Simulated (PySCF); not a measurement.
# (CuCl)2 ring (Cu2Cl2): fields and orbitals, part 1 of 2

Aim: take (CuCl)2 ring (Cu2Cl2) and compute its lowest excited states and analyse its density (charges, bond critical points, surface potential).

Program: PySCF 2.14.0. Level of theory: levels as typed in each script, gas phase, geometry from GFN2-xTB. These are calculated values, not measurements.

## 1. Starting geometry

4 atoms, charge 0, spin multiplicity 1.

Bond lengths: Cu1–Cl2 2.231 Å, Cu1–Cl4 2.231 Å, Cl2–Cu3 2.231 Å, Cu3–Cl4 2.231 Å. Angles: Cl2–Cu1–Cl4 104.6°, Cu1–Cl2–Cu3 75.4°, Cl2–Cu3–Cl4 104.6°, Cu1–Cl4–Cu3 75.4°.

Coordinates:

```
Cu   -1.3645   -0.0065    0.0000
Cl   -0.0085    1.7647    0.0000
Cu    1.3645    0.0065    0.0000
Cl    0.0085   -1.7647    0.0000
```

## 2. Excited states (wB97X/def2-svpd)

input.py

```python
import numpy as np
from pyscf import gto, scf, dft, tdscf
from pyscf.scf import atom_ks, atom_hf
from scipy.linalg import block_diag

def solve(mol, dm0=None, hcore=None):
    mf = (dft.UKS if mol.spin else dft.RKS)(mol, xc='wb97x')
    mf.grids.level = 3
    mf = mf.density_fit(auxbasis='def2-universal-jkfit')
    mf.conv_tol, mf.max_cycle = 1e-8, 80
    if hcore is not None:
        mf.get_hcore = lambda *args: hcore
    mf.kernel(dm0)
    if not mf.converged:
        mf = mf.newton().run(mf.mo_coeff, mf.mo_occ, max_cycle=30)
    assert mf.converged, 'SCF not converged'
    return mf

mol = gto.M(atom='''
Cu    -1.36451    -0.00647     0.00000
Cl    -0.00853     1.76471     0.00000
Cu     1.36451     0.00647     0.00000
Cl     0.00853    -1.76471     0.00000
''', basis='def2-svpd', charge=0, spin=0, verbose=4)
mf = solve(mol)
td = mf.TDA()
td.nstates, td.singlet, td.conv_tol = 4, True, 1e-5
td.kernel()
td.analyze()
x, y = np.array([p[0] for p in td.xy]), np.array([p[1] + 0 * p[0] for p in td.xy])
f, mu = td.oscillator_strength(), td.transition_dipole()
nto = [td.get_nto(state=i + 1, verbose=4) for i in range(len(td.e))]
# spherically averaged free atoms, for the promolecule
atm = atom_ks.get_atm_nrks(mol, xc='wb97x')
pro = block_diag(*[(atm[a[0]][2] * atm[a[0]][3]) @ atm[a[0]][2].T for a in mol._atom])
np.savez('result.npz', e=td.e, f=f, ok=td.converged, w=[n[0] for n in nto], nto=[n[1] for n in nto], x=x, y=y, c=mf.mo_coeff, occ=mf.mo_occ, eps=mf.mo_energy, pro=pro, mu=mu)
```

Launch:

```bash
$ OMP_NUM_THREADS=1 python input.py
```

The program printed:

```text
[ENV] PYSCF_TMPDIR <dir>
[ENV] PYSCF_MAX_MEMORY 1375
[INPUT] verbose = 4
[INPUT] num. atoms = 4
[INPUT] num. electrons = 92
[INPUT] charge = 0
[INPUT] spin (= nelec alpha-beta = 2S) = 0
[INPUT] symmetry False subgroup None
[INPUT] Mole.unit = angstrom
[INPUT] Symbol           X                Y                Z      unit          X                Y                Z       unit  Magmom
[INPUT]  1 Cu    -1.364510000000  -0.006470000000   0.000000000000 AA   -2.578550194230  -0.012226528026   0.000000000000 Bohr   0.0
[INPUT]  2 Cl    -0.008530000000   1.764710000000   0.000000000000 AA   -0.016119363843   3.334818589281   0.000000000000 Bohr   0.0
[INPUT]  3 Cu     1.364510000000   0.006470000000   0.000000000000 AA    2.578550194230   0.012226528026   0.000000000000 Bohr   0.0
[INPUT]  4 Cl     0.008530000000  -1.764710000000   0.000000000000 AA    0.016119363843  -3.334818589281   0.000000000000 Bohr   0.0

nuclear repulsion = 674.203152122253
number of shells = 46
number of NR pGTOs = 242
number of NR cGTOs = 122
basis = def2-svpd
ecp = {}

******** <class 'pyscf.df.df_jk.DFRKS'> ********
method = DFRKS
initial guess = minao
damping factor = 0
level_shift factor = 0
DIIS = <class 'pyscf.scf.diis.CDIIS'>
diis_start_cycle = 1
diis_space = 8
diis_damp = 0
SCF conv_tol = 1e-08
SCF conv_tol_grad = None
SCF max_cycles = 80
direct_scf = False
XC library pyscf.dft.libxc version 7.0.0
    S. Lehtola, C. Steigemann, M. J.T. Oliveira, and M. A.L. Marques.,  SoftwareX 7, 1–5 (2018)
XC functionals = wb97x
    J.-D. Chai and M. Head-Gordon.,  J. Chem. Phys. 128, 084106 (2008)
radial grids:
    Treutler-Ahlrichs [JCP 102, 346 (1995); DOI:10.1063/1.469408] (M4) radial grids

becke partition: Becke, JCP 88, 2547 (1988); DOI:10.1063/1.454033
pruning grids: <function nwchem_prune at 0x7f32a2f4fd80>
grids dens level: 3
symmetrized grids: False
atomic radii adjust function: <function treutler_atomic_radii_adjust at 0x7f32a2f942c0>
small_rho_cutoff = 0
Set gradient conv threshold to 0.0001
Initial guess from minao.
tot grids = 79040
******** <class 'pyscf.df.df.DF'> ********
auxbasis = def2-universal-jkfit
******** <class 'pyscf.df.df.DF'> ********
auxbasis = auxmol.basis = def2-universal-jkfit
init E= -4200.26063449513
  HOMO = -0.198047673080855  LUMO = -0.0792437136645487  gap/eV = 3.23282
cycle= 1 E= -4200.65097537219  delta_E= -0.39  |g|= 1.41  |ddm|= 3.57
  HOMO = -0.35768567840833  LUMO = -0.0492267711676666  gap/eV = 8.39359
cycle= 2 E= -4200.43104647771  delta_E= 0.22  |g|= 1.81  |ddm|= 3.62
  HOMO = -0.317244796867156  LUMO = -0.00975321335303914  gap/eV = 8.36727
cycle= 3 E= -4200.92648847428  delta_E= -0.495  |g|= 0.0868  |ddm|= 1.74
  HOMO = -0.328918066868299  LUMO = -0.00764028956665452  gap/eV = 8.74241
cycle= 4 E= -4200.92791255812  delta_E= -0.00142  |g|= 0.0241  |ddm|= 0.175
  HOMO = -0.328076710457863  LUMO = -0.00656939874499241  gap/eV = 8.74866
cycle= 5 E= -4200.928158392  delta_E= -0.000246  |g|= 0.00631  |ddm|= 0.0702
  HOMO = -0.328809006991039  LUMO = -0.00650346320691675  gap/eV = 8.77038
cycle= 6 E= -4200.92820547275  delta_E= -4.71e-05  |g|= 0.00217  |ddm|= 0.0399
  HOMO = -0.328942274388524  LUMO = -0.00653086482952769  gap/eV = 8.77326
cycle= 7 E= -4200.92821383477  delta_E= -8.36e-06  |g|= 0.000996  |ddm|= 0.0146
  HOMO = -0.329085965919991  LUMO = -0.00660481719334438  gap/eV = 8.77516
cycle= 8 E= -4200.92821584387  delta_E= -2.01e-06  |g|= 0.000279  |ddm|= 0.00661
  HOMO = -0.329143263260443  LUMO = -0.00662776244198682  gap/eV = 8.77609
cycle= 9 E= -4200.92821601202  delta_E= -1.68e-07  |g|= 7.39e-05  |ddm|= 0.00207
  HOMO = -0.329136579091966  LUMO = -0.00662409639003148  gap/eV = 8.77601
cycle= 10 E= -4200.92821601663  delta_E= -4.61e-09  |g|= 2.34e-05  |ddm|= 0.000262
  HOMO = -0.329136476128512  LUMO = -0.00662511508071706  gap/eV = 8.77598
Extra cycle  E= -4200.92821601696  delta_E= -3.21e-10  |g|= 1.87e-05  |ddm|= 7.6e-05
converged SCF energy = -4200.92821601696

******** <class 'pyscf.tdscf.rks.TDA'> for <class 'pyscf.df.df_jk.DFRKS'> ********
nstates = 4 singlet
deg_eia_thresh = 1.000e-03
wfnsym = None
conv_tol = 1e-05
eigh lindep = 1e-12
eigh level_shift = 0
eigh max_cycle = 100

Excitation energies (eV)
[3.19053692 3.45273368 3.59637796 3.60840551]

** Singlet excitation energies and oscillator strengths **
Excited State   1:      3.19054 eV    388.60 nm  f=0.0017
      33 -> 47        0.12080
      43 -> 48       -0.29422
      46 -> 47       -0.60210
      46 -> 55        0.11464
Excited State   2:      3.45273 eV    359.09 nm  f=0.0000
      33 -> 48        0.12177
      34 -> 47       -0.12209
      43 -> 47       -0.44750
      46 -> 48       -0.48670
      46 -> 54       -0.11988
Excited State   3:      3.59638 eV    344.75 nm  f=0.0837
      37 -> 48       -0.30242
      45 -> 47       -0.59960
      45 -> 55        0.13017
Excited State   4:      3.60841 eV    343.60 nm  f=0.0000
      36 -> 47        0.17561
      38 -> 48       -0.34963
      38 -> 54       -0.10400
      44 -> 47        0.55875
      44 -> 55       -0.12520

** Transition electric dipole moments (AU) **
state          X           Y           Z        Dip. S.      Osc.
  1        -0.0006      0.1482     -0.0000      0.0220      0.0017
  2         0.0000     -0.0000     -0.0000      0.0000      0.0000
  3         0.9748      0.0046      0.0000      0.9503      0.0837
  4         0.0000      0.0000      0.0000      0.0000      0.0000

** Transition velocity dipole moments (imaginary part, AU) **
state          X           Y           Z        Dip. S.      Osc.
  1         0.0001     -0.0162     -0.0000      0.0003      0.0015
  2         0.0000      0.0000     -0.0000      0.0000      0.0000
  3         0.1083      0.0005      0.0000      0.0117      0.0591
  4         0.0000      0.0000      0.0000      0.0000      0.0000

** Transition magnetic dipole moments (imaginary part, AU) **
state          X           Y           Z
  1        -0.0000      0.0000     -0.0000
  2         0.0000      0.0000     -0.1382
  3        -0.0000     -0.0000     -0.0000
  4         0.5920      0.0028      0.0000
State 1: 3.19054 eV  NTO largest component 0.7875234323981217
    occ-NTO: 0.979234 (MO #46)
    vir-NTO: 0.978635 (MO #47)
State 2: 3.45273 eV  NTO largest component 0.5396304833701069
    occ-NTO: 0.968795 (MO #46)
    vir-NTO: 0.965860 (MO #48)
State 3: 3.59638 eV  NTO largest component 0.7880873616564006
    occ-NTO: 0.980727 (MO #45)
    vir-NTO: 0.973252 (MO #47)
State 4: 3.60841 eV  NTO largest component 0.7269682032830325
    occ-NTO: 0.305299 (MO #36) + 0.952256 (MO #44)
    vir-NTO: 0.971448 (MO #47)
Spherically averaged atomic KS for {'Cu', 'Cl'}

******** <class 'pyscf.scf.atom_ks.AtomSphAverageRKS'> ********
method = AtomSphAverageRKS
initial guess = vsap
damping factor = 0
level_shift factor = 0
diis_start_cycle = 1
diis_space = 12
SCF conv_tol = 1e-09
SCF conv_tol_grad = None
SCF max_cycles = 50
direct_scf = True
direct_scf_tol = 1e-13
XC library pyscf.dft.libxc version 7.0.0
    S. Lehtola, C. Steigemann, M. J.T. Oliveira, and M. A.L. Marques.,  SoftwareX 7, 1–5 (2018)
XC functionals = wb97x
    J.-D. Chai and M. Head-Gordon.,  J. Chem. Phys. 128, 084106 (2008)
radial grids:
    Treutler-Ahlrichs [JCP 102, 346 (1995); DOI:10.1063/1.469408] (M4) radial grids

becke partition: Becke, JCP 88, 2547 (1988); DOI:10.1063/1.454033
pruning grids: <function nwchem_prune at 0x7f32a2f4fd80>
grids dens level: 3
symmetrized grids: False
atomic radii adjust function: <function treutler_atomic_radii_adjust at 0x7f32a2f942c0>
User specified grid scheme (100, 434)
small_rho_cutoff = 0
Set gradient conv threshold to 3.16228e-05
tot grids = 22880
init E= -965.928505653385
cycle= 1 E= -965.883651621853  delta_E= 0.0449  |g|=    0  |ddm|= 0.735
cycle= 2 E= -965.716475838896  delta_E= 0.167  |g|=    0  |ddm|= 1.12
cycle= 3 E= -965.99845707138  delta_E= -0.282  |g|=    0  |ddm|= 0.537
cycle= 4 E= -965.992777608878  delta_E= 0.00568  |g|=    0  |ddm|= 0.24
cycle= 5 E= -966.005046036515  delta_E= -0.0123  |g|=    0  |ddm|= 0.124
cycle= 6 E= -966.004826040645  delta_E= 0.00022  |g|=    0  |ddm|= 0.0469
cycle= 7 E= -966.005268420743  delta_E= -0.000442  |g|=    0  |ddm|= 0.0227
cycle= 8 E= -966.005260100409  delta_E= 8.32e-06  |g|=    0  |ddm|= 0.00876
cycle= 9 E= -966.005277050575  delta_E= -1.7e-05  |g|=    0  |ddm|= 0.00452
cycle= 10 E= -966.005276735041  delta_E= 3.16e-07  |g|=    0  |ddm|= 0.0018
cycle= 11 E= -966.005277376569  delta_E= -6.42e-07  |g|=    0  |ddm|= 0.000868
cycle= 12 E= -966.005277364638  delta_E= 1.19e-08  |g|=    0  |ddm|= 0.000329
cycle= 13 E= -966.005277388922  delta_E= -2.43e-08  |g|=    0  |ddm|= 0.000171
cycle= 14 E= -966.00527738847  delta_E= 4.52e-10  |g|=    0  |ddm|= 6.89e-05
Extra cycle  E= -966.005277387598  delta_E= 8.72e-10  |g|=    0  |ddm|= 9.11e-05
Atomic HF for atom  Cu  converged. SCF energy = -966.005277387598

******** <class 'pyscf.scf.atom_ks.AtomSphAverageRKS'> ********
method = AtomSphAverageRKS
initial guess = vsap
damping factor = 0
level_shift factor = 0
diis_start_cycle = 1
diis_space = 12
SCF conv_tol = 1e-09
SCF conv_tol_grad = None
SCF max_cycles = 50
direct_scf = True
direct_scf_tol = 1e-13
XC library pyscf.dft.libxc version 7.0.0
    S. Lehtola, C. Steigemann, M. J.T. Oliveira, and M. A.L. Marques.,  SoftwareX 7, 1–5 (2018)
XC functionals = wb97x
    J.-D. Chai and M. Head-Gordon.,  J. Chem. Phys. 128, 084106 (2008)
radial grids:
    Treutler-Ahlrichs [JCP 102, 346 (1995); DOI:10.1063/1.469408] (M4) radial grids

becke partition: Becke, JCP 88, 2547 (1988); DOI:10.1063/1.454033
pruning grids: <function nwchem_prune at 0x7f32a2f4fd80>
grids dens level: 3
symmetrized grids: False
atomic radii adjust function: <function treutler_atomic_radii_adjust at 0x7f32a2f942c0>
User specified grid scheme (100, 434)
small_rho_cutoff = 0
Set gradient conv threshold to 3.16228e-05
tot grids = 23744
init E= 214.340294473294
cycle= 1 E= 214.337453449375  delta_E= -0.00284  |g|=    0  |ddm|= 0.141
cycle= 2 E= 214.337200790852  delta_E= -0.000253  |g|=    0  |ddm|= 0.0726
cycle= 3 E= 214.337159288831  delta_E= -4.15e-05  |g|=    0  |ddm|= 0.0238
cycle= 4 E= 214.337151945912  delta_E= -7.34e-06  |g|=    0  |ddm|= 0.0118
cycle= 5 E= 214.337150613689  delta_E= -1.33e-06  |g|=    0  |ddm|= 0.00462
cycle= 6 E= 214.337150370193  delta_E= -2.43e-07  |g|=    0  |ddm|= 0.00208
cycle= 7 E= 214.337150325567  delta_E= -4.46e-08  |g|=    0  |ddm|= 0.000867
cycle= 8 E= 214.337150317383  delta_E= -8.18e-09  |g|=    0  |ddm|= 0.000377
cycle= 9 E= 214.337150315882  delta_E= -1.5e-09  |g|=    0  |ddm|= 0.00016
cycle= 10 E= 214.337150315559  delta_E= -3.23e-10  |g|=    0  |ddm|= 3.8e-05
Extra cycle  E= 214.337150315547  delta_E= -1.19e-11  |g|=    0  |ddm|= 1.47e-05
Atomic HF for atom  Cl  converged. SCF energy = 214.337150315547
```

It took 4.4 min on 1 thread of Intel Xeon at 2.50GHz (Skylake/Cascade Lake), shared host; peak memory 0.66 GiB.

The free atoms at the end serve only for the promolecule density; their printed energies are not used.

## 3. Post-processing

TDA singlet states:

```csv
state,energy (eV),f,leading pair's weight
S1,3.19,0.002,0.79
S2,3.45,0.000,0.54
S3,3.60,0.084,0.79
S4,3.61,0.000,0.73
```

Natural transition orbitals.

By state:
- S₁: 3.19 eV (389 nm), f = 0.002 (dark), metal-centred → spatially extended orbital; the leading pair carries 79 %; hole on Cu1 and Cu3 (41 % each) and Cl2 and Cl4 (9 % each), electron on Cu1 and Cu3 (42 % each) and Cl2 and Cl4 (8 % each); their centroids lie 0.0 Å apart.
- S₃: 3.60 eV (345 nm), f = 0.084, metal-centred → spatially extended orbital; the leading pair carries 79 %; hole on Cu1 and Cu3 (46 % each), electron on Cu1 and Cu3 (42 % each) and Cl2 and Cl4 (8 % each); their centroids lie 0.0 Å apart.
- S₄: 3.61 eV (344 nm), f = 0.000 (dark), metal-centred → spatially extended orbital; the leading pair carries 73 %; hole on Cu1 and Cu3 (44 % each) and Cl2 and Cl4 (6 % each), electron on Cu1 and Cu3 (42 % each) and Cl2 and Cl4 (8 % each); their centroids lie 0.0 Å apart.

S₃ at 3.60 eV (f = 0.084).

Unrelaxed difference density.

0.76 e is displaced in all, mostly between regions of the same atoms. The state: 3.19 eV (389 nm), f = 0.002 (dark), metal-centred → spatially extended orbital; the leading pair carries 79 %; hole on Cu1 and Cu3 (41 % each) and Cl2 and Cl4 (9 % each), electron on Cu1 and Cu3 (42 % each) and Cl2 and Cl4 (8 % each); their centroids lie 0.0 Å apart.

(Continued in part 2 of 2.)
